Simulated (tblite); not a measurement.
# C7H10N2Si: the cost of one run

The runs use tblite 0.8.0 and PySCF 2.14.0, with density-fitted response routines of our own; the level of theory stands in each step. All values are computed, except where a source is named. Atoms count from 0, in the outputs and in this text.

## Step 1: Starting geometry

20 atoms, charge 0, multiplicity 1; geometry from: force field or distance geometry start.

Bonds of the start (Å): C0–C1 1.32, C1–C2 1.46, C2–N3 1.47, N3–Si4 1.77, N3–C5 1.45, C5–C6 1.30, C6–C7 1.48, C7–C8 1.45, C8–N9 1.18, C7–C5 1.49, C0–H10 1.09, C0–H11 1.09, C1–H12 1.11, C2–H13 1.12, C2–H14 1.13, Si4–H15 1.47, Si4–H16 1.47, Si4–H17 1.49, C6–H18 1.09, C7–H19 1.11.

## Step 2: Relaxing the molecule with GFN2-xTB

The job: settings as JSON, then the geometry in Å.

```
{"job": {"kind": "relax", "xc": "GFN2-xTB", "basis": "xTB"}, "charge": 0, "multiplicity": 1}
C      2.284600    -1.014800    -0.395700
C      1.996800    -0.653400     0.840300
C      0.893300     0.198200     1.270800
N      0.033400     0.671900     0.178200
Si    -0.038900     2.364600    -0.347000
C     -0.817100    -0.277600    -0.506000
C     -1.105600    -1.246400    -1.327100
C     -2.253900    -0.668000    -0.586200
C     -2.794500    -1.419000     0.524700
N     -3.247900    -2.035700     1.419700
H      3.129700    -1.663400    -0.622700
H      1.699600    -0.696800    -1.256400
H      2.657800    -1.036700     1.646700
H      1.288800     1.134000     1.746600
H      0.251300    -0.279000     2.062400
H      0.624400     2.544000    -1.647600
H      0.538000     3.275100     0.652900
H     -1.470900     2.755500    -0.507300
H     -0.725400    -1.974800    -2.044700
H     -2.948600     0.033100    -1.104700
```

Started as:

```
OMP_NUM_THREADS=1 python probes_run.py task.json out
```

One launch serves the whole session: the jobs run in the order shown.

Q: Estimate the wall time and peak memory of this first job on 1 thread of Arm Neoverse V1, shared host.

About 1.5 s, with a peak of 0.18 GiB.
